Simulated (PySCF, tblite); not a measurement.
# C2H7OSSi radical: geometry, infrared bands and EPR parameters

Aim: predict the infrared bands and EPR parameters of C2H7OSSi radical (`[SiH3]O[CH]CS`).

Programs: tblite 0.8.0 and PySCF 2.14.0, with density-fitted response routines of our own. Each step states its level of theory. These are calculated values for one molecule in the gas phase, unless marked as measured. Atoms are numbered from 0 throughout.

### 1 The molecule as given

12 atoms, charge 0, multiplicity 2; geometry from: force field or distance geometry start.

Bonds of the start (Å): Si0–O1 1.65, O1–C2 1.39, C2–C3 1.48, C3–S4 1.82, Si0–H5 1.49, Si0–H6 1.48, Si0–H7 1.48, C2–H8 1.08, C3–H9 1.08, C3–H10 1.10, S4–H11 1.34.

### 2 Optimising the geometry with GFN2-xTB

The job: settings as JSON, then the geometry in Å.

```
{"job": {"kind": "relax", "xc": "GFN2-xTB", "basis": "xTB"}, "charge": 0, "multiplicity": 2}
Si    -2.121100     0.515000     0.113100
O     -0.543400     0.514100    -0.386700
C      0.275300    -0.572600    -0.117200
C      1.687400    -0.490300    -0.548500
S      2.705100    -0.028900     0.885900
H     -2.780700     1.785700    -0.307300
H     -2.197500     0.393600     1.587900
H     -2.840100    -0.624100    -0.496300
H     -0.143600    -1.415600     0.413200
H      1.821700     0.233700    -1.336300
H      2.014000    -1.474400    -0.912700
H      2.124000     1.163300     1.078800
```

Command:

```
> OMP_NUM_THREADS=1 python probes_run.py task.json out
```

One launch serves the whole session: the jobs run in the order shown.

**Question.** This job is followed by: GFN2-xTB harmonic vibrations, gas phase; UKS B3LYP, pcH-1 on C H O S Si, non-relativistic, mean-field spin-orbit, GIAO. Predict these results of the whole session: strongest single infrared mode (GFN2-xTB); zero-point energy (GFN2-xTB); g(iso) (B3LYP); ⟨S²⟩; largest a(iso) (averaged by class); potential on the surface of density 0.002 e/bohr³, 1st and 99th percentile.

As calculated:

| quantity | value |
| --- | --- |
| strongest single infrared mode (GFN2-xTB) | 827 cm⁻¹, 407 km/mol |
| zero-point energy (GFN2-xTB) | 48.9 kcal/mol |
| g(iso) (B3LYP) | 2.00327 |
| ⟨S²⟩ | 0.756 (exact 0.75) |
| largest a(iso) (averaged by class) | 13C on C2, 88.4 MHz |
| potential on the surface of density 0.002 e/bohr³, 1st and 99th percentile | -1.14 V and 1.67 V |

**Reading.** Over 63 steps the energy fell by 0.300 eV; of the close pairs, C3–S4 changed most, 1.818 to 1.942 Å. No mode is imaginary among the 30: a minimum at this level. The strongest single mode, at 827 cm⁻¹, moves mainly H6 and H7. Unscaled tight-binding wavenumbers are off by several per cent, some by more. Its intensities can rank the bands wrongly. Most of the unpaired spin sits on C2 (0.81 e). The isotropic g lies 1.0 ppt above the free-electron value. These values are for one conformer; the search (at its own cheap level) found 2 more, at 0.02, 2.10 kcal/mol (those within 0.05 may be mirror or relabelled copies), and measured spectra average over such forms.
